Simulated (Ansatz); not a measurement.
**GeMo (rocksalt type): how the settings move a relaxation**

Aim: see which settings change the result for GeMo (rocksalt type), by how much, and at what cost.

Method: reference: DFT, r2SCAN, PAW with Ansatz's default frozen-core files, scalar-relativistic, in Ansatz 0.2.0.

1 further run of the same task is left out (set aside as unsound or not needed).

## 1. The structure to begin with

Symmetry: Fm-3m, No. 225, cubic system. Conventional cell: a = 5.202 Å, b = 5.202 Å, c = 5.202 Å, α = 90.00°, β = 90.00°, γ = 90.00°. Around Mo (site symmetry m-3m) lie 6 Ge at 2.60 Å. Ge (site symmetry m-3m) has 6 Mo at 2.60 Å as nearest neighbours.

As a file:

```
CELL_PARAMETERS angstrom
0.00000 2.60114 2.60114
2.60114 0.00000 2.60114
2.60114 2.60114 0.00000
ATOMIC_POSITIONS crystal
Mo 0.00000 0.00000 0.00000
Ge 0.50000 0.50000 0.50000
```

## 2. Reference

Input file input.yaml:

```yaml
crystal:
  lattice:
    - [0.0, 2.6011428215, 2.6011428215]
    - [2.6011428215, 0.0, 2.6011428215]
    - [2.6011428215, 2.6011428215, 0.0]
  atoms:
    - { symbol: Mo, position: [0.0, 0.0, 0.0] }
    - { symbol: Ge, position: [0.5, 0.5, 0.5] }
kpoints:
  mp_grid: { grid: [14, 14, 14] }
scf:
  occupations: { method: fermi_dirac, width: 0.08 }
hamiltonian:
  xc: r2scan
  pseudopotentials: { kind: paw }
output:
  forces: true
  stress: true
  write_density: true
  write_potential: true
  elf: true
  volumetric_format: npy
relax:
  f_tol: 0.005
  max_steps: 40
  cell: {}
```

On the command line:

```
$ ansatz run input.yaml --threads 1 --pin off --max-ram 2048MiB --backend cpu --events-out ev --progress --plain --runs-dir out
```

## 3. Changed: mp_grid.grid [5, 5, 5], occupations.width 0.3

input.yaml, as its differences from that of step 2:

```diff
@@ -9,5 +9,5 @@
 kpoints:
-  mp_grid: { grid: [14, 14, 14] }
+  mp_grid: { grid: [5, 5, 5] }
 scf:
-  occupations: { method: fermi_dirac, width: 0.08 }
+  occupations: { method: fermi_dirac, width: 0.3 }
 hamiltonian:
@@ -18,6 +18,2 @@
   stress: true
-  write_density: true
-  write_potential: true
-  elf: true
-  volumetric_format: npy
 relax:
```

Q: Predict the outcome of this session. Wanted: for each run, ending; energy change; pressure; gap; force.

**Answer**, as computed:

```tsv
run	ending	energy change	pressure (GPa)	gap (eV)	force (eV/Å)	cycles	time
reference	converged	0	0.0	0.00	0.00	30	66 s
1: mp_grid.grid [5, 5, 5], occupations.width 0.3	converged	-23.2 meV/atom (σ→0)	0.0	0.00	0.00	28	12 s
```

Times don't compare one to one where runs were asked for different outputs or read a saved state (see the inputs); cycles may leave out searches for a lower state.

**Reading.** Changing the k-point mesh and smearing moves the energy by -23.2 meV/atom (σ→0 values), and the final volume goes from 33.44 to 33.79 Å³. More than one kind of setting changed, and this run alone doesn't tell their shares apart. The reference has no spin polarisation; with Mo present, a magnetic state may lie lower.
